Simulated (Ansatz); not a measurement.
**BN: a strain scan**

Aim: for BN, see how energy and stress answer to the strain pattern (0, 0, 1, 0, 0, 0).

Method: DFT r2SCAN, scalar-relativistic, plane waves, PAW, in Ansatz 0.2.0.

1 further run of the same task is left out (set aside as unsound or not needed).

## 1. The system as given

Symmetry: P6_3/mmc, No. 194, hexagonal system. The conventional cell has a = 2.501 Å, b = 2.501 Å, c = 6.874 Å, α = 90.00°, β = 90.00°, γ = 120.00°. B (site symmetry -6m2) has 3 N at 1.44 Å as nearest neighbours. N (site symmetry -6m2) is surrounded by 3 B at 1.44 Å.

Structure file:

```
B N
1.0
     2.50098    0.00000    0.00000
    -1.25049    2.16591    0.00000
     0.00000    0.00000    6.87416
B N
2 2
Direct
  0.33333 0.66667 0.25000
  0.66667 0.33333 0.75000
  0.33333 0.66667 0.75000
  0.66667 0.33333 0.25000
```

It is the result of an earlier relaxation at this level (volume 9.31 Å³/atom; gap on the mesh: 4.89 eV).

## 2. The reference cell

The reference gives a free energy of -1088.2492 eV, pressure -0.01 GPa, largest force 0.000 eV/Å and gap on the mesh 4.89 eV. It was computed beforehand with the settings of the runs below.

## 3. The scan: a strain scan

The cell is strained by ε times the Voigt pattern (0, 0, 1, 0, 0, 0) (xx, yy, zz, yz, xz, xy; engineering shear), with fractional coordinates fixed (clamped ions). The stress on the pattern is the sum of the stress components weighted by it, tension positive.

## 4. At ε = -0.0400

Contents of input.yaml:

```yaml
crystal:
  lattice:
    - [2.5009753125, 0.0, 0.0]
    - [-1.2504876563, 2.1659081548, 0.0]
    - [0.0, 0.0, 6.5991951988]
  atoms:
    - { symbol: B, position: [0.3333333333, 0.6666666667, 0.25] }
    - { symbol: B, position: [0.6666666667, 0.3333333333, 0.75] }
    - { symbol: "N", position: [0.3333333333, 0.6666666667, 0.75] }
    - { symbol: "N", position: [0.6666666667, 0.3333333333, 0.25] }
basis:
  ecutwfc: 500
kpoints:
  mp_grid: { grid: [12, 12, 4] }
hamiltonian:
  xc: r2scan
scf:
  occupations: { method: gaussian, width: 0.05 }
output:
  forces: true
  stress: true
  eigenvalues: true
```

On the command line:

```console
> ansatz run input.yaml --threads 1 --pin off --max-ram 2560MiB --backend cpu --events-out ev --progress --plain --runs-dir out
```

## 5. ε = 0.0300

input.yaml, as its differences from that of step 4:

```diff
@@ -4,3 +4,3 @@
     - [-1.2504876563, 2.1659081548, 0.0]
-    - [0.0, 0.0, 6.5991951988]
+    - [0.0, 0.0, 7.0803865154]
   atoms:
```

## 6. At ε = -0.0200

input.yaml, as its differences from that of step 5:

```diff
@@ -4,3 +4,3 @@
     - [-1.2504876563, 2.1659081548, 0.0]
-    - [0.0, 0.0, 7.0803865154]
+    - [0.0, 0.0, 6.7366784321]
   atoms:
```

## 7. Point ε = 0.0100

input.yaml, as its differences from that of step 6:

```diff
@@ -4,3 +4,3 @@
     - [-1.2504876563, 2.1659081548, 0.0]
-    - [0.0, 0.0, 6.7366784321]
+    - [0.0, 0.0, 6.9429032821]
   atoms:
```

## 8. At ε = 0.0400

input.yaml, as its differences from that of step 7:

```diff
@@ -4,3 +4,3 @@
     - [-1.2504876563, 2.1659081548, 0.0]
-    - [0.0, 0.0, 6.9429032821]
+    - [0.0, 0.0, 7.149128132]
   atoms:
```

## 9. At ε = -0.0300

input.yaml, as its differences from that of step 8:

```diff
@@ -4,3 +4,3 @@
     - [-1.2504876563, 2.1659081548, 0.0]
-    - [0.0, 0.0, 7.149128132]
+    - [0.0, 0.0, 6.6679368154]
   atoms:
@@ -22 +22,5 @@
   eigenvalues: true
+  write_density: true
+  write_potential: true
+  elf: true
+  volumetric_format: npy
```

## 10. At ε = 0.0200

input.yaml, as its differences from that of step 9:

```diff
@@ -4,3 +4,3 @@
     - [-1.2504876563, 2.1659081548, 0.0]
-    - [0.0, 0.0, 6.6679368154]
+    - [0.0, 0.0, 7.0116448987]
   atoms:
@@ -22,5 +22 @@
   eigenvalues: true
-  write_density: true
-  write_potential: true
-  elf: true
-  volumetric_format: npy
```

## 11. At ε = -0.0100

input.yaml, as its differences from that of step 10:

```diff
@@ -4,3 +4,3 @@
     - [-1.2504876563, 2.1659081548, 0.0]
-    - [0.0, 0.0, 7.0116448987]
+    - [0.0, 0.0, 6.8054200487]
   atoms:
@@ -22 +22,5 @@
   eigenvalues: true
+  write_density: true
+  write_potential: true
+  elf: true
+  volumetric_format: npy
```

## 12. At ε = 0.0350

input.yaml, as its differences from that of step 11:

```diff
@@ -4,3 +4,3 @@
     - [-1.2504876563, 2.1659081548, 0.0]
-    - [0.0, 0.0, 6.8054200487]
+    - [0.0, 0.0, 7.1147573237]
   atoms:
@@ -22,5 +22 @@
   eigenvalues: true
-  write_density: true
-  write_potential: true
-  elf: true
-  volumetric_format: npy
```

(Steps that only read results are left out.)

Before running it: what results should come out? Wanted: slope of the stress at ε = 0, over ±0.0100.

As calculated:

| quantity | value |
| --- | --- |
| slope of the stress at ε = 0, over ±0.0100 | 21 GPa |

What this shows: The slope of the stress at zero strain, 21 GPa, estimates C33 with clamped ions in this Cartesian frame; letting the atoms relax could not make it stiffer. No sampled point lies below the undisturbed cell. The gap on the mesh stays between 4.83 and 4.95 eV.
